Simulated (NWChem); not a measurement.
# B2O2 (SMILES O=BB=O) at HF/3-21G

What is the vertical electron affinity of B2O2 at HF/3-21G? 

The calculation is run with NWChem 7.3.0.

3 further runs of the same task are left out: 3 set aside as unsound or not needed. Runs told in other sessions of the task aren't counted.

## 1. The structure to begin with

The species is B2O2 (4 atoms), meant as a singlet with charge 0. SMILES: `O=BB=O`. The shape is that of a PBE0-D4/def2-TZVP optimisation.

Bond lengths: O1–B2 1.197 Å, B2–B3 1.640 Å, B3–O4 1.197 Å. Angles: O1–B2–B3 180.0°, B2–B3–O4 180.0°.

## 2. Energy and forces at HF/3-21G

File b2o2.nw:

```
start b2o2
memory total 2200 mb

geometry units angstrom noautosym nocenter noautoz
O     -0.743090     0.459760     1.817650
B     -0.302300     0.187070     0.739120
B      0.302150    -0.186920    -0.739220
O      0.743230    -0.459920    -1.817550
end

basis spherical bse
* library 3-21G
end

scf
thresh 1e-08
maxiter 80
noprint "final vectors analysis"
end

task scf gradient
```

The run is started by

```sh
nwchem b2o2.nw > b2o2.out
```

Log:

```text
[...]
  functions       =    36
[...]
  wavefunction    = RHF
[...]
         Total SCF energy =   -198.084092285696
      One-electron energy =   -403.059520244395
      Two-electron energy =    138.213200191935
 Nuclear repulsion energy =     66.762227766764
        Time for solution =      0.4s
[...]
                         RHF ENERGY GRADIENTS
    atom               coordinates                        gradient
                 x          y          z           x          y          z
   1 O      -1.404236   0.868820   3.434860    0.009461  -0.005854  -0.023134
   2 B      -0.571264   0.353511   1.396734   -0.012644   0.007822   0.030918
   3 B       0.570981  -0.353228  -1.396923    0.012643  -0.007819  -0.030925
   4 O       1.404501  -0.869123  -3.434671   -0.009460   0.005852   0.023141
[...]
```

Wall time 1.1 s (1 thread of Intel Xeon 6975P-C (Granite Rapids), shared host); peak memory 0.1 GiB.

## 3. The doublet anion: a single-point energy at UHF/3-21G

File geom.nw:

```
start geom
title "B2O2 hf"
memory 2200 mb
charge -1

geometry units angstroms noautosym nocenter noautoz
O       -0.743090       0.459760       1.817650
B       -0.302300       0.187070       0.739120
B        0.302150      -0.186920      -0.739220
O        0.743230      -0.459920      -1.817550
end

basis spherical bse
* library 3-21G
end

scf
doublet
uhf
thresh 1e-08
maxiter 80
print medium
end

task scf energy
```

The run is started by

```sh
nwchem geom.nw > geom.out
```

Log:

```text
[...]
  functions       =    36
[...]
  wavefunction    = UHF
[...]
         Total SCF energy =   -198.039853612032
      One electron energy =   -410.304398720005
      Two electron energy =    145.502317341210
 Nuclear repulsion energy =     66.762227766764
                       Sz =      0.5000
                 Sz(Sz+1) =      0.7500
                      S^2 =      0.7603
[...]
```

Wall time 1.6 s (1 thread of Intel Xeon 6975P-C (Granite Rapids), shared host); peak memory 0.1 GiB.

## 4. Outcome

Level: HF/3-21G.

| quantity | value |
| --- | --- |
| singlet B2O2: total energy | -198.08409 Eh |
| singlet B2O2: dipole moment | 0.00 D |
| singlet B2O2: largest force on an atom | 1.764 eV/Å |
| doublet anion: total energy | -198.03985 Eh |
| doublet anion: HOMO energy (highest over α and β) | 0.75 eV |
| doublet anion: LUMO energy (lowest over α and β) | 8.63 eV |
| doublet anion: ⟨S²⟩ | 0.760 |
| vertical electron affinity (to the doublet anion) | -1.204 eV |

In words: The anion lies 1.20 eV (28 kcal/mol) above the neutral: the electron isn't bound at this level, and such a value depends on the basis. Without diffuse functions anions come out too high. Hartree–Fock misses the correlation that binds many anions. The largest force (singlet B2O2) is 1.76 eV/Å: the shape isn't a stationary point for this species at this level. Mulliken charges (singlet B2O2) run from -0.40 on O1 to +0.40 on B2; they depend strongly on the basis. The HOMO (doublet anion) lies at positive energy, 0.75 eV: the electron is unbound at this level or held by a compact basis; values depend on the basis.
